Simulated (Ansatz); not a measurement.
# Sn4Pd: the cost of one run

Program: Ansatz 0.2.0. Level of theory: DFT PBEsol, scalar-relativistic, plane waves, PAW. These are calculated values, not measurements.

## Step 1: Starting point

Symmetry: Ccce, No. 68, orthorhombic system. The conventional cell has a = 6.557 Å, b = 11.656 Å, c = 6.521 Å, α = 90.00°, β = 90.00°, γ = 90.00°. Sn (site symmetry 1) is surrounded by 2 Pd at 2.83 to 2.84 Å and 7 Sn at 3.10 to 3.44 Å. Pd (site symmetry 222) is surrounded by 8 Sn at 2.82 to 2.84 Å.

As a file:

```xyz
10
Lattice="6.5210 0.0000 0.0000 0.0000 3.2785 5.8278 0.0000 -3.2785 5.8278" Properties=species:S:1:pos:R:3 pbc="T T T"
Sn    1.1115   -1.1095    7.3283
Sn    5.4095    1.1095    7.3283
Sn    2.1490    2.1690    7.3283
Sn    4.3720   -2.1690    7.3283
Sn    2.1492   -2.1695    4.4086
Sn    4.3717    2.1695    4.4086
Sn    1.1112    1.1090    4.4086
Sn    5.4097   -1.1090    4.4086
Pd    0.0000    0.0000    0.0401
Pd    3.2605    0.0000    5.8680
```

It is the result of an earlier relaxation at this level (volume 24.92 Å³/atom; gap on the mesh: none (metal)).

## Step 2: The cell under PBEsol

Input file input.yaml:

```yaml
crystal:
  lattice:
    - [6.520978653, 0.0, 0.0]
    - [0.0, 3.2785260249, 5.8278221484]
    - [0.0, -3.2785260249, 5.8278221484]
  atoms:
    - { symbol: Sn, position: [0.1704499597, 0.4595234606, 0.7979492812] }
    - { symbol: Sn, position: [0.8295500403, 0.7979492812, 0.4595234606] }
    - { symbol: Sn, position: [0.3295500403, 0.9595234606, 0.2979492812] }
    - { symbol: Sn, position: [0.6704499597, 0.2979492812, 0.9595234606] }
    - { symbol: Sn, position: [0.3295894371, 0.0473731724, 0.7091098738] }
    - { symbol: Sn, position: [0.6704105629, 0.7091098738, 0.0473731724] }
    - { symbol: Sn, position: [0.1704105629, 0.5473731724, 0.2091098738] }
    - { symbol: Sn, position: [0.8295894371, 0.2091098738, 0.5473731724] }
    - { symbol: Pd, position: [0.0, 0.003444212, 0.003444212] }
    - { symbol: Pd, position: [0.5, 0.503444212, 0.503444212] }
basis:
  ecutwfc: 420
kpoints:
  mp_grid: { grid: [6, 6, 6] }
hamiltonian:
  xc: pbesol
scf:
  occupations: { method: gaussian, width: 0.1 }
output:
  forces: true
  stress: true
  eigenvalues: true
relax:
  adjacent_minimum: "off"
  f_tol: 0.005
  max_steps: 50
  cell: { stress_tol: 0.05 }
```

The run is started by

```sh
$ ansatz run input.yaml --threads 8 --pin off --max-ram 22528MiB --backend cpu --events-out ev --progress --plain --runs-dir out
```

Q: Estimate wall time and peak memory on 8 threads of Intel Xeon Platinum 8259CL at 2.50GHz (Skylake/Cascade Lake), shared host.

About 91 s, with a peak of 1.8 GiB.
